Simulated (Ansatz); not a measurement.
# Ba2Tl5V3O12 (P1) in Ansatz: reference runs

Aim: a first look at Ba2Tl5V3O12 with PBE, on the cell as given.

Program: Ansatz 0.2.0. These are calculated values, not measurements. Logs are shortened: lines on timing, memory, paths and dates and some standing lists are left out, and cuts for length are marked.

## Step 1: The structure

The typed cell holds 22 atoms: a = 6.653 Å, b = 8.840 Å, c = 9.892 Å, α = 71.07°, β = 73.99°, γ = 70.69°.

The cell was built by a generator and needn't be a form met in nature.

## Step 2: Single point, PBE, collinear spin, ferromagnetic start

input.yaml

```yaml
crystal:
  lattice:
    - [6.65272, 0.04946, 0.02017]
    - [2.8607, 8.36464, 0.00384]
    - [2.68279, 2.46936, 9.19569]
  atoms:
    - { symbol: Ba, position: [0.80419, 0.04665, 0.02264] }
    - { symbol: Ba, position: [0.21205, 0.95157, 0.34012] }
    - { symbol: V, position: [0.7454, 0.70796, 0.33582], spin: 2.0 }
    - { symbol: V, position: [0.25963, 0.26599, 0.03225], spin: 2.0 }
    - { symbol: V, position: [0.04074, 0.07695, 0.66106], spin: 2.0 }
    - { symbol: Tl, position: [0.25636, 0.39847, 0.35003] }
    - { symbol: Tl, position: [0.58966, 0.34866, 0.60553] }
    - { symbol: Tl, position: [0.57327, 0.88069, 0.66842] }
    - { symbol: Tl, position: [0.74552, 0.49664, 0.11648] }
    - { symbol: Tl, position: [0.11891, 0.64206, 0.74303] }
    - { symbol: O, position: [0.28433, 0.09717, 0.54175] }
    - { symbol: O, position: [0.8535, 0.49575, 0.34386] }
    - { symbol: O, position: [0.40255, 0.20448, 0.17282] }
    - { symbol: O, position: [0.88414, 0.05377, 0.55967] }
    - { symbol: O, position: [0.14017, 0.47956, 0.98899] }
    - { symbol: O, position: [0.54627, 0.73631, 0.48712] }
    - { symbol: O, position: [0.90594, 0.24279, 0.73262] }
    - { symbol: O, position: [0.61543, 0.80058, 0.18857] }
    - { symbol: O, position: [0.05538, 0.16451, 0.10164] }
    - { symbol: O, position: [0.08209, 0.90404, 0.80708] }
    - { symbol: O, position: [0.44178, 0.20123, 0.89187] }
    - { symbol: O, position: [0.94269, 0.80417, 0.30862] }
kpoints:
  mp_grid: { grid: [5, 4, 3] }
scf:
  occupations: { method: fermi_dirac, width: 0.05 }
hamiltonian:
  xc: pbe
  pseudopotentials: { kind: all_electron, lapw: { basis_error: 0.003 } }
magnetization:
  spin_polarized: true
output:
  forces: true
  stress: true
  eigenvalues: true
  populations: true
```

Potentials or basis: all-electron LAPW, scalar-relativistic.

Launch:

```bash
ansatz run input.yaml --threads 8 --pin off --max-ram 30720MiB --backend cpu --events-out ev --progress --plain --runs-dir out
```

The program printed:

```text
Warning: RAYON_NUM_THREADS=8 ignored (pool sized by the plan → 8); use --threads N
Ba: projections on atomic orbitals take those of the free atom 1s2 2s2 2p6 3s2 3p6 3d10 4s2 4p6 4d10 5s2 5p6 6s2, of charge +0.00 (hamiltonian.pseudopotentials.projection_atoms)
V: projections on atomic orbitals take those of the free atom 1s2 2s2 2p6 3s2 3p6 3d3 4s2, of charge +0.00 (hamiltonian.pseudopotentials.projection_atoms)
Tl: projections on atomic orbitals take those of the free atom 1s2 2s2 2p6 3s2 3p6 3d10 4s2 4p6 4d10 4f14 5s2 5p6 5d10 6s2 6p1, of charge +0.00 (hamiltonian.pseudopotentials.projection_atoms)
O: projections on atomic orbitals take those of the free atom 1s2 2s2 2p4, of charge +0.00 (hamiltonian.pseudopotentials.projection_atoms)
LAPW: plane waves up to 11.367 Å⁻¹, error target 3.0e-3 eV per atom; small_component_spin mean_spin; O in spheres of 0.773 Å, 8 of its electrons in bands, Dirac shells []; V in spheres of 0.917 Å, 21 of its electrons in bands, Dirac shells []; Ba in spheres of 1.026 Å, 28 of its electrons in bands, Dirac shells []; Tl in spheres of 1.026 Å, 51 of its electrons in bands, Dirac shells [] (how accurate: hamiltonian.pseudopotentials.lapw.basis_error, Limitations)
Engine: ansatz 0.2.0, x86_64-unknown-linux-gnu
Pseudopotentials: kind: all_electron
Pseudopotential: Ba, LAPW, valence charge 28, lapw/all_electron/scalar/gaussian/Ba, Koelling and Harmon's equation, gaussian nucleus
Pseudopotential: V, LAPW, valence charge 21, lapw/all_electron/scalar/gaussian/V, Koelling and Harmon's equation, gaussian nucleus
[... 98 lines left out ...]
  k-point 2 ↑: bands = ["-598.2238", "-598.2004", "-598.1909", "-597.9740", "-597.9639", "-597.9596", "-597.9579", "-597.9520", "-597.9484", "-597.9065", "-597.8997", "-597.8845", "-597.7743", "-597.7681", "-597.7554", "-590.5110", "-590.4879", "-590.4759", "-498.4941", "-498.4662", "-498.4486", "-498.4486", "-498.4337", "-498.4222", "-498.4057", "-498.3776", "-498.3385", "-498.2654", "-498.2410", "-498.2254", "-490.9417", "-490.9280", "-490.9205", "-490.9191", "-490.9088", "-490.9022", "-490.8970", "-490.8918", "-490.8858", "-362.8026", "-362.7998", "-362.7925", "-362.7753", "-362.7719", "-362.5563", "-362.5531", "-362.5508", "-362.5426", "-362.5423", "-362.5404", "-362.5399", "-362.5375", "-362.5329", "-362.5305", "-362.4902", "-362.4885", "-362.4790", "-362.4735", "-362.4696", "-362.3583", "-362.3561", "-362.3482", "-362.3441", "-362.3396", "-229.2933", "-229.2358", "-166.4213", "-166.4095", "-166.4055", "-166.3670", "-166.3571", "-166.3410", "-119.0759", "-118.8368", "-118.8223", "-118.7666", "-118.6375", "-102.3921", "-102.3911", "-102.3845", "-102.3782", "-102.3752", "-102.3579", "-102.3576", "-102.1448", "-102.1438", "-102.1407", "-102.1370", "-102.1358", "-102.1305", "-102.1303", "-102.1283", "-102.1279", "-102.1268", "-102.1245", "-102.1235", "-102.1187", "-102.1184", "-102.0792", "-102.0791", "-102.0699", "-102.0683", "-102.0645", "-102.0589", "-102.0580", "-101.9471", "-101.9467", "-101.9396", "-101.9381", "-101.9339", "-101.9291", "-101.9281", "-75.2012", "-75.1967", "-75.1910", "-75.1846", "-75.1823", "-75.1502", "-75.1455", "-75.1315", "-75.1257", "-75.1230", "-64.3869", "-64.2948", "-64.2803", "-64.1151", "-64.0855", "-64.0773", "-64.0689", "-64.0642", "-64.0389", "-64.0326", "-64.0173", "-63.9863", "-63.9146", "-63.8797", "-63.8579", "-57.7700", "-57.7696", "-57.7539", "-31.7604", "-31.7419", "-31.7407", "-31.7395", "-31.7269", "-31.7122", "-31.7006", "-31.6956", "-31.6773", "-19.3845", "-19.3369", "-10.7174", "-10.6809", "-10.6237", "-10.3316", "-10.2943", "-10.2634", "-10.2321", "-10.2235", "-10.1492", "-10.1441", "-10.0230", "-9.9693", "-4.7118", "-4.5799", "-4.5570", "-4.5255", "-4.4674", "-4.4133", "-3.9299", "-3.9046", "-3.8936", "-3.7927", "-3.7824", "-3.7201", "-3.6637", "-3.6507", "-3.6176", "-3.6101", "-3.6049", "-3.5810", "-3.5713", "-3.5617", "-3.5497", "-3.5468", "-3.5247", "-3.5144", "-3.5081", "-3.4843", "-3.4400", "-3.4172", "-3.3988", "-3.3763", "-3.3535", "0.7938", "1.1127", "1.1871", "1.4609", "1.8336", "2.6971", "2.7532", "2.8152", "2.8449", "2.8829", "2.9235", "2.9862", "3.0553", "3.1146", "3.1397", "3.1859", "3.2261", "3.4357", "3.5262", "3.6901", "3.7302", "3.7830", "3.8944", "3.9769", "4.0456", "4.0764", "4.1945", "4.2980", "4.4090", "4.5491", "4.6085", "4.7165", "4.9020", "4.9556", "4.9990", "5.0432", "5.0778", "5.1816", "5.2297", "5.4862", "5.8046", "8.8703", "9.2059", "9.3088", "9.3407", "9.3880", "9.4608", "9.5090", "9.6822", "9.9811", "10.0960", "10.2293", "10.2925", "10.4413", "10.5150", "10.6540", "10.7675", "10.8218", "10.8859", "10.9691", "11.0288", "11.1101", "11.2894", "11.4576", "11.7516", "11.9306", "12.1007", "12.2211", "12.3656", "12.4998", "12.6706", "12.8022", "12.9640", "13.1426", "13.3063", "13.4409", "13.6263", "13.8024", "14.0736", "14.1681", "14.3940", "14.5163", "14.8635", "14.9831", "15.2712", "15.5732", "15.7142", "15.7966", "15.8862", "16.0113", "16.0453", "16.1223"]
  k-point 30 ↓: bands = ["-598.2238", "-598.2004", "-598.1909", "-597.9740", "-597.9639", "-597.9596", "-597.9579", "-597.9520", "-597.9484", "-597.9065", "-597.8997", "-597.8845", "-597.7743", "-597.7681", "-597.7554", "-590.5110", "-590.4879", "-590.4759", "-498.4941", "-498.4662", "-498.4486", "-498.4486", "-498.4337", "-498.4222", "-498.4057", "-498.3776", "-498.3385", "-498.2654", "-498.2410", "-498.2254", "-490.9417", "-490.9280", "-490.9205", "-490.9191", "-490.9088", "-490.9022", "-490.8970", "-490.8918", "-490.8858", "-362.8026", "-362.7998", "-362.7925", "-362.7753", "-362.7719", "-362.5563", "-362.5531", "-362.5508", "-362.5426", "-362.5423", "-362.5404", "-362.5399", "-362.5375", "-362.5329", "-362.5305", "-362.4902", "-362.4885", "-362.4790", "-362.4735", "-362.4696", "-362.3583", "-362.3561", "-362.3482", "-362.3441", "-362.3396", "-229.2933", "-229.2358", "-166.4213", "-166.4095", "-166.4055", "-166.3670", "-166.3571", "-166.3410", "-119.0759", "-118.8368", "-118.8223", "-118.7666", "-118.6375", "-102.3921", "-102.3911", "-102.3845", "-102.3782", "-102.3752", "-102.3579", "-102.3576", "-102.1448", "-102.1438", "-102.1407", "-102.1370", "-102.1357", "-102.1305", "-102.1303", "-102.1283", "-102.1279", "-102.1268", "-102.1245", "-102.1235", "-102.1187", "-102.1184", "-102.0792", "-102.0791", "-102.0699", "-102.0683", "-102.0645", "-102.0589", "-102.0580", "-101.9471", "-101.9467", "-101.9396", "-101.9381", "-101.9339", "-101.9291", "-101.9281", "-75.2012", "-75.1967", "-75.1910", "-75.1846", "-75.1823", "-75.1502", "-75.1455", "-75.1315", "-75.1257", "-75.1230", "-64.3869", "-64.2948", "-64.2803", "-64.1151", "-64.0855", "-64.0773", "-64.0689", "-64.0642", "-64.0389", "-64.0326", "-64.0173", "-63.9863", "-63.9146", "-63.8797", "-63.8579", "-57.7700", "-57.7696", "-57.7539", "-31.7604", "-31.7419", "-31.7407", "-31.7395", "-31.7269", "-31.7122", "-31.7006", "-31.6956", "-31.6773", "-19.3789", "-19.3419", "-10.7072", "-10.6976", "-10.6529", "-10.3146", "-10.2953", "-10.2756", "-10.2531", "-10.2198", "-10.1551", "-10.1284", "-9.9994", "-9.9477", "-4.6627", "-4.6172", "-4.5635", "-4.5195", "-4.4616", "-4.4394", "-3.9321", "-3.9094", "-3.8937", "-3.7906", "-3.7835", "-3.6966", "-3.6703", "-3.6479", "-3.6305", "-3.6155", "-3.6035", "-3.5833", "-3.5646", "-3.5593", "-3.5487", "-3.5412", "-3.5223", "-3.5147", "-3.5122", "-3.4886", "-3.4420", "-3.4196", "-3.3972", "-3.3737", "-3.3584", "0.8093", "1.0226", "1.2004", "1.4270", "1.7490", "2.6603", "2.7097", "2.7700", "2.8338", "2.9072", "2.9687", "2.9951", "3.0110", "3.1282", "3.1353", "3.3310", "3.4297", "3.5006", "3.5546", "3.6602", "3.7080", "3.8111", "3.8730", "3.9750", "4.0727", "4.1403", "4.2027", "4.2791", "4.4289", "4.5370", "4.7116", "4.7597", "4.8450", "4.9223", "4.9607", "5.0061", "5.0840", "5.1934", "5.3014", "5.4185", "5.6731", "8.8513", "9.1190", "9.2396", "9.2961", "9.3697", "9.4150", "9.5567", "9.7067", "9.8298", "9.9413", "10.1592", "10.3982", "10.5010", "10.6496", "10.7257", "10.7710", "10.8186", "10.9090", "11.0074", "11.0620", "11.1215", "11.2632", "11.4967", "11.5860", "11.7910", "12.1045", "12.2764", "12.5025", "12.6153", "12.8627", "13.0452", "13.1277", "13.2947", "13.4550", "13.4923", "13.6439", "13.9108", "14.0137", "14.1088", "14.2553", "14.4475", "14.8355", "15.0265", "15.1796", "15.4398", "15.5653", "15.6738", "15.7953", "15.9150", "16.0102", "16.0465"]
--- Löwdin populations: 22 sites ---
  site symbol       q [e]    m [muB]
     0     Ba     54.1681     0.0000
     1     Ba     54.1722     0.0000
     2      V     21.7016     0.0000
     3      V     21.7046     0.0000
     4      V     21.7111     0.0000
     5     Tl     80.5886     0.0000
[... 14 lines left out ...]
    20      O      8.6877    -0.0000
    21      O      8.7986    -0.0000
  spilling = 0.001343 (of n_electrons = 682.000000)
```

Wall time 47 min (8 threads of Intel Xeon Platinum 8375C at 2.90GHz (Ice Lake), shared host); peak memory 20 GiB.

What came out:

- Free energy: -3298718.0764 eV
- Pressure: 0.0 GPa
- Largest force: 0.010 eV/Å
- Band gap on the k mesh: 2.90 eV, indirect (least direct gap 3.01 eV)
- Net moment: 0.00 μB per cell
- Absolute moment: 0.00 μB per cell
- Loewdin charges: Ba +1.83; V +1.30, +1.29; Tl +0.41, +0.42, +0.43, +0.40; O -0.69, -0.63, -0.78, -0.70, -0.64, -0.71, -0.68, -0.80, -0.85, -0.72 e

Forces in eV/Å, atoms in the order of the input:
```
Ba  -0.003  0.000  0.010
Ba  -0.002 -0.001  0.002
V    0.006  0.001 -0.004
V   -0.004  0.002  0.006
V   -0.001  0.001 -0.009
Tl   0.002  0.004 -0.001
Tl  -0.002  0.001 -0.003
Tl   0.000 -0.002 -0.003
Tl  -0.004  0.002  0.001
Tl  -0.001 -0.003 -0.001
O   -0.004  0.000  0.005
O    0.000 -0.003  0.003
O    0.003 -0.001 -0.008
O    0.004  0.002  0.004
O    0.004 -0.003  0.000
O    0.001  0.000  0.002
O    0.001 -0.001  0.000
O   -0.001  0.001 -0.004
O    0.000  0.002 -0.005
O    0.002  0.000  0.004
O    0.001  0.000  0.000
O   -0.001 -0.001  0.001
```

Caveat: spin-orbit coupling is left out, which as a rule narrows the gap of such compounds by several tenths of an eV; an odd mesh through Γ misses points on the zone boundary, where band edges often lie; the starting moments weren't kept.
